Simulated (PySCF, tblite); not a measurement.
# C₇H₉BO: a rotation path, then NMR shifts on frames, part 1 of 2

Aim: move C₇H₉BO (`COC1=CC=CBC=C1`) away from its starting geometry and see how NMR shifts follow the geometry.

The runs use tblite 0.8.0 and PySCF 2.14.0, with density-fitted response routines of our own; the level of theory stands in each step. All values are computed, except where a source is named. Atoms are numbered from 0 throughout.

## (1) Starting geometry

18 atoms, charge 0, multiplicity 1; geometry from: GFN2-xTB.

Bonds of the start (Å): C0–O1 1.40, O1–C2 1.37, C2–C3 1.37, C3–C4 1.41, C4–C5 1.36, C5–B6 1.52, B6–C7 1.53, C7–C8 1.36, C8–C2 1.43, C0–H9 1.09, C0–H10 1.09, C0–H11 1.10, C3–H12 1.08, C4–H13 1.09, C5–H14 1.09, B6–H15 1.18, C7–H16 1.09, C8–H17 1.09.

## (2) A band between two rotamers with GFN2-xTB

Job settings and geometry (Å):

```
{"job": {"kind": "neb", "xc": "GFN2-xTB", "basis": "xTB", "atoms": [8, 2, 1, 0], "turn": 180}, "charge": 0, "multiplicity": 1}
C      2.931829    -0.217154    -0.866677
O      1.793828    -1.021886    -0.689705
C      0.573037    -0.463491    -0.425781
C      0.404213     0.894500    -0.325799
C     -0.756922     1.649961    -0.064595
C     -2.038314     1.239284     0.160884
B     -2.595963    -0.172898     0.195449
C     -1.727193    -1.410157    -0.031245
C     -0.399065    -1.498125    -0.290120
H      3.749045    -0.911424    -1.057384
H      2.825167     0.454873    -1.724442
H      3.159481     0.367198     0.030975
H      1.291216     1.498406    -0.467592
H     -0.565950     2.720537    -0.048726
H     -2.734105     2.056117     0.333852
H     -3.743450    -0.325703     0.403593
H     -2.224919    -2.375087     0.016446
H      0.049305    -2.478634    -0.425551
```

Method: GFN2-xTB climbing-image nudged elastic band, gas phase.

Command:

```console
OMP_NUM_THREADS=1 python probes_run.py task.json out
```

One launch serves the whole session: the jobs run in the order shown.

The program printed:

```text
image   E - E0 / eV
  0      -0.0000
  1       0.0533
  2       0.1504
  3       0.2141
  4       0.2133
  5       0.1862
  6       0.1563
  7       0.0927
  8       0.0590
```

It took 2.8 s on 1 thread of Arm Neoverse V2, shared host; peak memory 0.18 GiB.

The final band, with the dihedral C8–C2–O1–C0:

```
image  dihedral (°)  energy (eV)  energy (kcal/mol)
    0          -180        0.000                0.0
    1          -159        0.053                1.2
    2          -136        0.150                3.5
    3          -108        0.214                4.9
    4           -83        0.213                4.9
    5           -60        0.186                4.3
    6           -39        0.156                3.6
    7           -19        0.093                2.1
    8             0        0.059                1.4
```

## (3) Shielding tensors: image 0, PBE0/pcSseg-1

Job settings and geometry (Å):

```
{"job": {"kind": "nmr", "xc": "PBE0", "basis": "pcSseg-1", "pop": false}, "charge": 0, "multiplicity": 1}
C      2.931800    -0.217200    -0.866700
O      1.793800    -1.021900    -0.689700
C      0.573000    -0.463500    -0.425800
C      0.404200     0.894500    -0.325800
C     -0.756900     1.650000    -0.064600
C     -2.038300     1.239300     0.160900
B     -2.596000    -0.172900     0.195400
C     -1.727200    -1.410200    -0.031200
C     -0.399100    -1.498100    -0.290100
H      3.749000    -0.911400    -1.057400
H      2.825200     0.454900    -1.724400
H      3.159500     0.367200     0.031000
H      1.291200     1.498400    -0.467600
H     -0.565900     2.720500    -0.048700
H     -2.734100     2.056100     0.333900
H     -3.743400    -0.325700     0.403600
H     -2.224900    -2.375100     0.016400
H      0.049300    -2.478600    -0.425600
```

With the program's defaults for keys left out, this is: GIAO PBE0/pcSseg-1 NMR shielding, non-relativistic, gas phase.

The program printed:

```text
coarse grid: 15360 points
cycle   1  E = -371.5528808095  dE =  1.397e+00  |g| = 5.902e-01  |ddm| = 4.038e+00
cycle   2  E = -371.4632582327  dE =  8.962e-02  |g| = 8.498e-01  |ddm| = 1.402e+00
cycle   3  E = -371.6328954533  dE = -1.696e-01  |g| = 1.463e-01  |ddm| = 9.318e-01
cycle   4  E = -371.6382520456  dE = -5.357e-03  |g| = 5.245e-02  |ddm| = 1.845e-01
cycle   5  E = -371.6389052908  dE = -6.532e-04  |g| = 2.039e-02  |ddm| = 6.972e-02
cycle   6  E = -371.6389990164  dE = -9.373e-05  |g| = 5.168e-03  |ddm| = 2.229e-02
cycle   7  E = -371.6390043141  dE = -5.298e-06  |g| = 1.712e-03  |ddm| = 6.190e-03
final grid: 149224 points
cycle   8  E = -371.7012430899  dE = -2.760e-05  |g| = 1.295e-02  |ddm| = 4.223e-02
cycle   9  E = -371.7011860955  dE =  5.699e-05  |g| = 2.128e-02  |ddm| = 2.665e-02
cycle  10  E = -371.7012768103  dE = -9.071e-05  |g| = 2.462e-03  |ddm| = 1.840e-02
cycle  11  E = -371.7012783966  dE = -1.586e-06  |g| = 4.046e-04  |ddm| = 2.819e-03
cycle  12  E = -371.7012784318  dE = -3.521e-08  |g| = 1.949e-04  |ddm| = 5.444e-04
cycle  13  E = -371.7012784418  dE = -1.004e-08  |g| = 4.071e-05  |ddm| = 2.013e-04
cycle  14  E = -371.7012784421  dE = -2.792e-10  |g| = 2.320e-05  |ddm| = 5.557e-05
converged SCF energy = -371.7012784421

GIAO shielding tensors (ppm)
atom      isotropic    diamagn.    paramagn.     s11        s22        s33       span
  0 C      131.309     245.023    -113.713    103.491    113.821    176.616     73.125
  1 O      202.323     397.721    -195.398     97.934    246.111    262.923    164.989
  2 C       13.323     257.449    -244.126    -76.679     11.042    105.606    182.285
  3 C       70.419     260.825    -190.407    -19.154     62.090    168.320    187.474
  4 C       33.604     253.411    -219.807    -90.042     26.865    163.988    254.029
  5 C       33.053     255.986    -222.932   -107.870     29.685    177.346    285.216
  6 B       56.404     192.456    -136.052      8.236     29.971    131.005    122.769
  7 C       26.479     255.325    -228.847   -119.269     15.442    183.262    302.532
  8 C       34.304     253.609    -219.305    -67.747     30.918    139.741    207.489
  9 H       27.328      27.362      -0.034     22.805     26.224     32.954     10.149
 10 H       28.003      29.048      -1.045     24.633     25.674     33.702      9.069
 11 H       28.000      29.772      -1.772     24.636     25.671     33.694      9.058
 12 H       25.112      34.546      -9.435     20.263     23.884     31.187     10.925
 13 H       23.489      30.282      -6.792     19.244     22.914     28.311      9.068
 14 H       23.419      29.178      -5.759     20.641     21.437     28.179      7.538
 15 H       25.306      29.680      -4.374     23.499     24.267     28.152      4.654
 16 H       23.067      29.378      -6.311     19.951     21.158     28.092      8.141
 17 H       23.489      31.687      -8.198     18.906     22.000     29.562     10.656
```

Wall time 28 s (1 thread of Arm Neoverse V2, shared host); peak memory 0.87 GiB.

Shifts follow as δ = σ(reference) − σ, with reference shieldings (ppm) from runs at the same level and on the same kind of geometry: 1H TMS 31.72, 13C TMS 186.9, 17O H2O 336.1, 11B BF3·OEt2 100.1. The references are single molecules in the gas phase, so shifts against H2O, NH3, PH3, H3PO4 or CFCl3 are not on the usual liquid scales and can be off by tens of ppm. Each atom is listed at this fixed geometry, with no averaging over motion; a spectrum would average atoms that exchange fast.

```
atoms                                                  environment  σ (ppm)  δ (ppm)
   C2                                 alkene carbon bearing oxygen     13.3    173.6
   C7                                                    alkene CH     26.5    160.4
   C5                                                    alkene CH     33.1    153.9
   C4                                                    alkene CH     33.6    153.3
   C8                                                    alkene CH     34.3    152.6
   C3                β carbon of an enol-ether or enamine type C=C     70.4    116.5
   C0                                    methyl carbon bonded to O    131.3     55.6
  H16                                     hydrogen on an alkene CH    23.07     8.65
  H14                                     hydrogen on an alkene CH    23.42     8.30
  H17                                     hydrogen on an alkene CH    23.49     8.23
  H13                                     hydrogen on an alkene CH    23.49     8.23
  H12  hydrogen on a β carbon of an enol-ether or enamine type C=C    25.11     6.61
  H15      hydrogen on a boron bonded to 2 C, in a 7-membered ring    25.31     6.41
   H9                      hydrogen on a methyl carbon bonded to O    27.33     4.39
  H11                      hydrogen on a methyl carbon bonded to O    28.00     3.72
  H10                      hydrogen on a methyl carbon bonded to O    28.00     3.71
   O1                                                 ether oxygen    202.3    133.8
   B6                 boron bonded to 2 C, H, in a 7-membered ring     56.4     43.7
```

Ring of atoms C2, C3, C4, C5, B6, C7, C8: NICS(0) -3.5, NICS(1) -6.8, NICS(1)zz -17.2 ppm (means of both faces).

## (4) Shielding tensors: image 1, PBE0/pcSseg-1

Job settings and geometry (Å):

```
{"job": {"kind": "nmr", "xc": "PBE0", "basis": "pcSseg-1", "pop": false}, "charge": 0, "multiplicity": 1}
C      2.949700    -0.253100    -0.753100
O      1.756100    -0.976600    -0.917500
C      0.545200    -0.429700    -0.579400
C      0.358700     0.927300    -0.498200
C     -0.794800     1.669700    -0.172300
C     -2.040500     1.240600     0.182800
B     -2.565000    -0.180100     0.298600
C     -1.701500    -1.405300     0.002900
C     -0.399900    -1.475500    -0.369800
H      3.740700    -0.923100    -1.087600
H      2.987500     0.661100    -1.351200
H      3.105700    -0.003800     0.301900
H      1.220500     1.540300    -0.731900
H     -0.634700     2.744800    -0.213000
H     -2.734600     2.048100     0.400500
H     -3.682500    -0.348500     0.623700
H     -2.171600    -2.378500     0.112600
H      0.052200    -2.451400    -0.525500
```

Method: GIAO PBE0/pcSseg-1 NMR shielding, non-relativistic, gas phase.

The program printed:

```text
coarse grid: 15360 points
cycle   1  E = -371.5505772496  dE =  1.394e+00  |g| = 5.933e-01  |ddm| = 4.037e+00
cycle   2  E = -371.4602195168  dE =  9.036e-02  |g| = 8.557e-01  |ddm| = 1.398e+00
cycle   3  E = -371.6309761859  dE = -1.708e-01  |g| = 1.458e-01  |ddm| = 9.335e-01
cycle   4  E = -371.6362861249  dE = -5.310e-03  |g| = 5.262e-02  |ddm| = 1.850e-01
cycle   5  E = -371.6369453802  dE = -6.593e-04  |g| = 2.049e-02  |ddm| = 7.073e-02
cycle   6  E = -371.6370409702  dE = -9.559e-05  |g| = 5.082e-03  |ddm| = 2.254e-02
cycle   7  E = -371.6370461015  dE = -5.131e-06  |g| = 1.694e-03  |ddm| = 6.063e-03
final grid: 149224 points
cycle   8  E = -371.6992010783  dE = -2.632e-05  |g| = 1.284e-02  |ddm| = 3.824e-02
cycle   9  E = -371.6991470058  dE =  5.407e-05  |g| = 2.087e-02  |ddm| = 2.623e-02
cycle  10  E = -371.6992342639  dE = -8.726e-05  |g| = 2.449e-03  |ddm| = 1.794e-02
cycle  11  E = -371.6992358295  dE = -1.566e-06  |g| = 4.097e-04  |ddm| = 2.799e-03
cycle  12  E = -371.6992358666  dE = -3.703e-08  |g| = 1.876e-04  |ddm| = 5.386e-04
cycle  13  E = -371.6992358758  dE = -9.287e-09  |g| = 3.851e-05  |ddm| = 1.933e-04
cycle  14  E = -371.6992358761  dE = -2.422e-10  |g| = 2.238e-05  |ddm| = 5.351e-05
converged SCF energy = -371.6992358761

GIAO shielding tensors (ppm)
atom      isotropic    diamagn.    paramagn.     s11        s22        s33       span
  0 C      131.006     245.011    -114.006    101.678    112.205    179.134     77.456
  1 O      209.305     398.420    -189.115    105.991    245.779    276.145    170.154
  2 C       12.556     257.657    -245.101    -79.149     12.010    104.806    183.955
  3 C       68.498     260.154    -191.656    -23.218     58.169    170.543    193.762
  4 C       33.704     253.477    -219.773    -89.922     26.901    164.135    254.057
  5 C       32.068     256.017    -223.949   -108.836     27.776    177.265    286.101
  6 B       56.489     192.527    -136.037      8.386     29.943    131.139    122.753
  7 C       26.347     255.564    -229.217   -119.394     15.242    183.194    302.588
  8 C       33.345     253.836    -220.491    -68.860     30.216    138.678    207.538
  9 H       27.386      27.469      -0.083     22.995     26.128     33.035     10.040
 10 H       27.590      29.214      -1.624     23.428     26.363     32.979      9.551
 11 H       28.195      30.017      -1.822     24.787     25.625     34.175      9.388
 12 H       24.877      34.156      -9.279     19.791     23.750     31.091     11.300
 13 H       23.483      30.159      -6.675     19.267     22.978     28.205      8.938
 14 H       23.389      29.199      -5.810     20.553     21.458     28.157      7.604
 15 H       25.310      29.736      -4.426     23.485     24.282     28.162      4.677
 16 H       23.094      29.489      -6.395     19.945     21.199     28.137      8.193
 17 H       23.493      31.819      -8.326     19.004     21.921     29.555     10.551
```

Run time: 27 s. Hardware: 1 thread of Arm Neoverse V2, shared host; peak memory 0.89 GiB.

This run: δ C2 174.4, C7 160.6, C5 154.9, C8 153.6, H16 8.62, H14 8.33 ppm.

(Continued in part 2 of 2.)
